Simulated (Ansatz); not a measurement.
# H₄SeSiTe: one species, many methods

One table from this session's results is given with a row withheld; the runs are named, their logs left out.

Program: Ansatz 0.2.0, Gaussian basis. Level of theory: functionals in def2-TZVPP, the program's frozen cores in correlated methods. These are calculated values, not measurements.

The runs, in order: LDA (SPW92), PBE-D4, revPBE-D4, BLYP-D4, r2SCAN-D4, B97M-V, PBE0-D4, B3LYP-D4, r2SCANh-D4, r2SCAN0-D4, HSE06-D4, BHLYP-D4, CAM-B3LYP-D4, LC-ωPBE, ωB97X-V, ωB97M-V, B2PLYP, PBE-QIDH; CCSD(T)/def2-SVP; CCSD(T)/def2-TZVPP; MP2/def2-QZVPP; extrapolation to the limit; RPA on PBE.

## Structure used throughout

An earlier PBE0-D4 in a triple-zeta def2 set relaxation fixed the geometry. Te takes the def2 core potential; no spin-orbit term is included.

SMILES `[SeH][SiH2][TeH]`, 7 atoms, charge 0, spin multiplicity 1.

Atoms are counted from 1 here; the program's logs count them from 0.

Bond lengths: Se1–Si2 2.278 Å, Se1–H4 1.472 Å, Si2–Te3 2.485 Å, Si2–H5 1.483 Å, Si2–H6 1.485 Å, Te3–H7 1.658 Å. Angles: Si2–Se1–H4 93.2°, Se1–Si2–Te3 108.3°, Se1–Si2–H5 109.6°, Se1–Si2–H6 112.6°, Te3–Si2–H5 112.2°, Te3–Si2–H6 104.6°, H5–Si2–H6 109.4°, Si2–Te3–H7 91.3°.

The first run:

in.yaml reads:

```yaml
crystal:
  periodic: [false, false, false]
  atoms:
    - {symbol: Se, position_ang: [-1.635156, -0.819856, -0.636545]}
    - {symbol: Si, position_ang: [0.021914, 0.519953, 0.167997]}
    - {symbol: Te, position_ang: [1.484588, -0.846998, 1.639554]}
    - {symbol: H, position_ang: [-2.036127, 0.153814, -1.665038]}
    - {symbol: H, position_ang: [0.769101, 1.122210, -0.963205]}
    - {symbol: H, position_ang: [-0.493279, 1.597623, 1.049697]}
    - {symbol: H, position_ang: [1.950259, -1.794847, 0.361939]}
basis:
  gaussian: {orbitals: def2-TZVPP}
hamiltonian: {xc: lda}
output: {orbitals: {seedname: orbitals}}
```

Among the steps run: LDA; PBE-D4 (GGA); revPBE-D4 (GGA); BLYP-D4 (GGA); r2SCAN-D4 (meta-GGA); B97M-V (meta-GGA); PBE0-D4 (hybrid); B3LYP-D4 (hybrid); r2SCANh-D4 (hybrid); r2SCAN0-D4 (hybrid); HSE06-D4 (hybrid); BHLYP-D4 (hybrid); CAM-B3LYP-D4 (range-separated); LC-ωPBE (range-separated); ωB97X-V (range-separated); ωB97M-V (range-separated); B2PLYP (double hybrid); PBE-QIDH (double hybrid).

One of the session's tables, all rows but one given; the rest of the session is left out.

It belongs to the step «Frontier levels by functional». 

| functional | HOMO (eV) | gap (eV) |
| --- | --- | --- |
| LDA (SPW92) | -5.83 | 3.92 |
| PBE-D4 | -5.69 | 3.95 |
| revPBE-D4 | -5.64 | 3.97 |
| BLYP-D4 | -5.51 | 3.87 |
| r2SCAN-D4 | -5.93 | 4.42 |
| B97M-V | -5.93 | 4.36 |
| PBE0-D4 | -6.70 | 5.76 |
| B3LYP-D4 | -6.48 | 5.32 |
| r2SCANh-D4 | -6.31 | 5.08 |
| r2SCAN0-D4 | -6.87 | 6.05 |
| HSE06-D4 | -6.32 | 5.01 |
| BHLYP-D4 | -7.55 | 7.47 |
| CAM-B3LYP-D4 | -7.89 | 7.95 |
| LC-ωPBE | ? | ? |
| ωB97X-V | -8.88 | 9.93 |
| ωB97M-V | -8.77 | 9.60 |

Q: Estimate the row for LC-ωPBE from the others.

As computed: HOMO (eV): -9.19; gap (eV): 10.35. In the column «HOMO (eV)» it is the lowest.
